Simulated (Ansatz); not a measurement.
# Au: the cost of one run

Program: Ansatz 0.2.0. Level of theory: DFT PBEsol, scalar-relativistic. These are calculated values, not measurements.

**1. Starting point**

The structure is hexagonal, space group P6_3/mmc (No. 194). Conventional cell: a = 2.900 Å, b = 2.900 Å, c = 4.880 Å, α = 90.00°, β = 90.00°, γ = 120.00°. Au (site symmetry -6m2) is surrounded by 12 Au at 2.90 to 2.96 Å.

Structure file:

```
CELL_PARAMETERS angstrom
2.90000 0.00000 0.00000
-1.45000 2.51147 0.00000
0.00000 0.00000 4.88000
ATOMIC_POSITIONS crystal
Au 0.33333 0.66667 0.75000
Au 0.66667 0.33333 0.25000
```

Atoms are numbered in the order of the input: Au1, Au2.

**2. Volume × 0.96, LAPW**

Contents of input.yaml:

```yaml
crystal:
  lattice:
    - [2.8608044381, 0.0, 0.0]
    - [-1.430402219, 2.4775293187, 0.0]
    - [0.0, 0.0, 4.8140459691]
  atoms:
    - { symbol: Au, position: [0.3333333333, 0.6666666667, 0.75] }
    - { symbol: Au, position: [0.6666666667, 0.3333333333, 0.25] }
kpoints:
  mp_grid: { grid: [14, 14, 8] }
  band_path:
    path:
      - [0.0, 0.0, 0.0]
      - [0.5, 0.0, 0.0]
      - [0.3333333333, 0.3333333333, 0.0]
      - [0.0, 0.0, 0.0]
      - [0.0, 0.0, 0.5]
      - [0.5, 0.0, 0.5]
      - [0.3333333333, 0.3333333333, 0.5]
      - [0.0, 0.0, 0.5]
      - [0.5, 0.0, 0.5]
    npoints: 5
scf:
  occupations: { method: fermi_dirac, width: 0.03 }
hamiltonian:
  xc: pbesol
  pseudopotentials: { kind: all_electron, lapw: { basis_error: 0.0005 } }
output:
  forces: true
  stress: true
  eigenvalues: true
```

On the command line:

```bash
> ansatz run input.yaml --threads 1 --pin off --max-ram 3072MiB --backend cpu --events-out ev --progress --plain --runs-dir out
```

What time and memory should one allow on 1 thread of Intel Xeon Platinum 8488C (Sapphire Rapids), shared host?

About 46 s, with a peak of 0.68 GiB.
